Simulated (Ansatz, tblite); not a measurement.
# The cluster Nb₃Te₄+: a ladder of methods and basis sets

Aim: run the singlet of the cluster Nb₃Te₄+ at one geometry on many levels, and compare frontier levels, spin and run time.

Computed with Ansatz 0.2.0, Gaussian basis. Level: as each input shows.

Plan: GFN1-xTB, GFN2-xTB, PBE-D4/def2-TZVP, r2SCAN-D4/def2-TZVP, HSE06-D4/def2-TZVP, B2PLYP/def2-TZVP, PBE-D4/def2-SVP, PBE0-D4/def2-SVP, MP2/def2-TZVP, RPA/def2-TZVP.

4 further runs of the same task are left out: 4 set aside as unsound or not needed.

## (1) The relaxed structure

The geometry is that of the singlet, from an earlier relaxation (PBE-D4/def2-SVP). At that level it is the lowest of the isomers that a small search found.

7 atoms, charge 1, spin multiplicity 1.

Bond lengths: Nb1–Te4 2.678 Å, Nb1–Te5 2.678 Å, Nb1–Te7 2.773 Å, Nb2–Te5 2.679 Å, Nb2–Te6 2.678 Å, Nb2–Te7 2.773 Å, Nb3–Te4 2.678 Å, Nb3–Te6 2.678 Å, Nb3–Te7 2.772 Å. Angles: Te4–Nb1–Te5 103.8°, Te4–Nb1–Te7 115.7°, Te5–Nb1–Te7 115.9°, Te5–Nb2–Te6 103.6°, Te5–Nb2–Te7 115.9°, Te6–Nb2–Te7 115.8°, Te4–Nb3–Te6 103.9°, Te4–Nb3–Te7 115.7°, Te6–Nb3–Te7 115.8°, Nb1–Te4–Nb3 59.8°, Nb1–Te5–Nb2 59.8°, Nb2–Te6–Nb3 59.8°, Nb1–Te7–Nb2 57.5°, Nb1–Te7–Nb3 57.6°, Nb2–Te7–Nb3 57.6°.

Nb, Te take a core potential in the def2 sets. No spin-orbit coupling is included. The ion is computed in the gas phase, without counter-ions or solvent.

PBE0-D4/def2-TZVP was run before; its log isn't repeated, and its numbers join the tables.

## (2) GFN1-xTB

Tight binding, by tblite at 300 K electronic temperature and without a spin-polarisation term:

```python
tblite.interface.Calculator('GFN1-xTB', numbers, positions, charge=1, uhf=0).singlepoint()
```

Energy -564.1844 eV, HOMO -14.02 eV, LUMO -13.43 eV; 0.048 s.

## (3) GFN2-xTB

Tight binding, by tblite at 300 K electronic temperature and without a spin-polarisation term:

```python
tblite.interface.Calculator('GFN2-xTB', numbers, positions, charge=1, uhf=0).singlepoint()
```

Energy -480.7312 eV, HOMO -15.02 eV, LUMO -14.74 eV; 0.21 s.

## (4) PBE-D4/def2-TZVP

start.molden holds the orbitals of an earlier run on this state, given as this run's starting guess.

The input, in.yaml:

```yaml
crystal:
  periodic: [false, false, false]
  atoms:
    - {symbol: Nb, position_ang: [-1.444309, 0.184218, 0.623144]}
    - {symbol: Nb, position_ang: [1.123346, -0.414828, 1.038871]}
    - {symbol: Nb, position_ang: [0.429880, 1.121895, -1.031983]}
    - {symbol: Te, position_ang: [-1.841764, 0.107860, -2.024165]}
    - {symbol: Te, position_ang: [-0.742114, -2.326823, 1.235905]}
    - {symbol: Te, position_ang: [2.213930, -0.847311, -1.368724]}
    - {symbol: Te, position_ang: [0.261031, 2.174979, 1.526942]}
basis:
  gaussian: {orbitals: def2-TZVP, initial_orbitals: start.molden}
total_charge: 1
hamiltonian: {xc: pbe, dispersion: d4}
scf: {omitted_lower_state_checks: [starts]}
output: {orbitals: {seedname: orbitals}}
```

Run with:

```bash
> ansatz run in.yaml --threads 6 --pin off --events-out ev --progress --plain --max-ram 7833MiB
```

The runs that follow: r2SCAN-D4/def2-TZVP; HSE06-D4/def2-TZVP; B2PLYP/def2-TZVP; PBE-D4/def2-SVP; PBE0-D4/def2-SVP; MP2/def2-TZVP; RPA/def2-TZVP.

Before running them: what should the planned runs give, taken together? Wanted: gap in def2-TZVP, named functionals, smallest and largest; correlation energy, MP2/def2-TZVP; PBE0 total energy, smallest basis above largest.

The runs gave:

| quantity | value |
| --- | --- |
| gap in def2-TZVP, named functionals, smallest and largest | 1.09 eV (PBE-D4), 2.75 eV (PBE0-D4) |
| correlation energy, MP2/def2-TZVP | -87.46 eV |
| PBE0 total energy, smallest basis above largest | 2.44 eV (def2-SVP, def2-TZVP) |

What this shows: Orbital gaps of the named functionals in def2-TZVP span 1.09 eV (PBE-D4) to 2.75 eV (PBE0-D4); exact exchange widens it.
